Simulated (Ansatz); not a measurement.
# Scaling over threads: LDA, a 2×1×1 supercell of Hf2S (P6_3/mmc), with one vacancy

The runs below are of Ansatz 0.2.0 on an Intel Xeon 6975P-C node (Granite Rapids, 96 cores, 192 hardware threads, 360 GiB), one at a time and with no other job on the machine; times are wall-clock times from launch to exit. Times and memory are rounded to two significant figures, and ratios are formed from the unrounded values. A row is a single run, so small differences between rows aren't established. System services beside the runs took up to 2 cores (rounded up). Precision is the program's default, which can work at lower precision in parts of a run.

Commands are shown without the flags for output files and display.

The PAW files were made with PBE. For this functional the program regenerates the frozen cores at set-up.

* atoms: 11
* valence electrons: 206
* cell volume: 231.1 Å³
* cutoff: 300 eV
* k mesh: 6×11×3
* k points solved: 100
* symmetry operations used (translations within a supercell counted): 1
* plane waves at Γ: 2765
* dense FFT grid: 40×20×72
* bands at the start: 124
* spin: none
* first density: atoms corrected by the program's trained network

Input:

```yaml
crystal:
  lattice:
    - [6.748548, 0.000000, 0.000000]
    - [-1.687137, 2.922207, 0.000000]
    - [0.000000, 0.000000, 11.717407]
  atoms:
    - { symbol: Hf, position: [0.333334, 0.333333, 0.899812] }
    - { symbol: Hf, position: [0.333334, 0.333333, 0.600188] }
    - { symbol: Hf, position: [0.166666, 0.666667, 0.100188] }
    - { symbol: S, position: [0.000000, 0.000000, 0.750000] }
    - { symbol: S, position: [0.000000, 0.000000, 0.250000] }
    - { symbol: Hf, position: [0.833333, 0.333333, 0.899812] }
    - { symbol: Hf, position: [0.666667, 0.666667, 0.399812] }
    - { symbol: Hf, position: [0.833333, 0.333333, 0.600188] }
    - { symbol: Hf, position: [0.666667, 0.666667, 0.100188] }
    - { symbol: S, position: [0.500000, 0.000000, 0.750000] }
    - { symbol: S, position: [0.500000, 0.000000, 0.250000] }
kpoints:
  mp_grid: { grid: [6, 11, 3] }
basis: { ecutwfc: 300 }
hamiltonian:
  xc: lda
scf:
  occupations: { method: gaussian, width: 0.05 }
output: { forces: true, stress: true, eigenvalues: true }
```

The typed cutoff is below the 420 eV that the potentials recommend, and the program warns of it.

The log of this input tells: mesh cuts symmetry 2→1. «mesh cuts symmetry a→b»: the program warns that the k mesh doesn't keep all a symmetry operations of the cell (for a supercell the count includes its translations). It used the b that carry the mesh onto itself, so fewer k points are equivalent than under the full symmetry.

Commands:

```bash
ansatz run input.yaml --threads 1 --backend cpu
ansatz run input.yaml --threads 2 --backend cpu
ansatz run input.yaml --threads 4 --backend cpu
ansatz run input.yaml --threads 8 --backend cpu
ansatz run input.yaml --threads 16 --backend cpu
ansatz run input.yaml --threads 32 --backend cpu
ansatz run input.yaml --threads 64 --backend cpu
ansatz run input.yaml --threads 96 --backend cpu
```

```csv
threads,wall time,speed-up,efficiency,SCF clock,outside it,speed-up on the SCF clock,CPU time,SCF iterations,peak memory (GiB),workers pinned,remarks
1,90 s,1.0,100 %,90 s,0.69 s,1.0,90 s,11,1.4,no,
2,46 s,2.0,99 %,45 s,0.50 s,2.0,90 s,11,1.5,no,workers unbound
4,24 s,3.8,95 %,24 s,0.40 s,3.8,93 s,11,1.6,no,workers unbound
8,12 s,7.3,91 %,12 s,0.27 s,7.4,96 s,11,1.9,no,workers unbound
16,6.9 s,13,82 %,6.6 s,0.27 s,14,100 s,11,2.6,no,workers unbound
32,4.3 s,21,66 %,4.0 s,0.29 s,23,2.0 min,11,3.6,no,workers unbound
96,2.3 s,39,40 %,2.0 s,0.39 s,46,2.8 min,11,7.9,yes,
```

The SCF clock is the program's own. It runs from the start of the first SCF loop to the final result and holds forces, stress, later SCFs and response steps. Outside it lie start-up, exit and the set-up ahead of the first loop, which depends on the cell and the method.

«workers unbound»: the program didn't bind its workers to cores in this run.

Speed-up and efficiency count from the run on 1 thread. Those of runs under 2 s are rough. What limits the scaling wasn't traced.

The workers were bound to cores in some of these runs and not in others, so the runs aren't quite one series.

What is the wall time on 64 threads?

It took 4.3 s, a speed-up of 21 and an efficiency of 33 %, with 4.0 min of CPU time. On the SCF clock alone the speed-up is 23. Remarks: workers unbound. This run breaks the trend of its neighbours: 32 threads took 4.3 s and 96 threads 2.3 s. The cause wasn't traced.
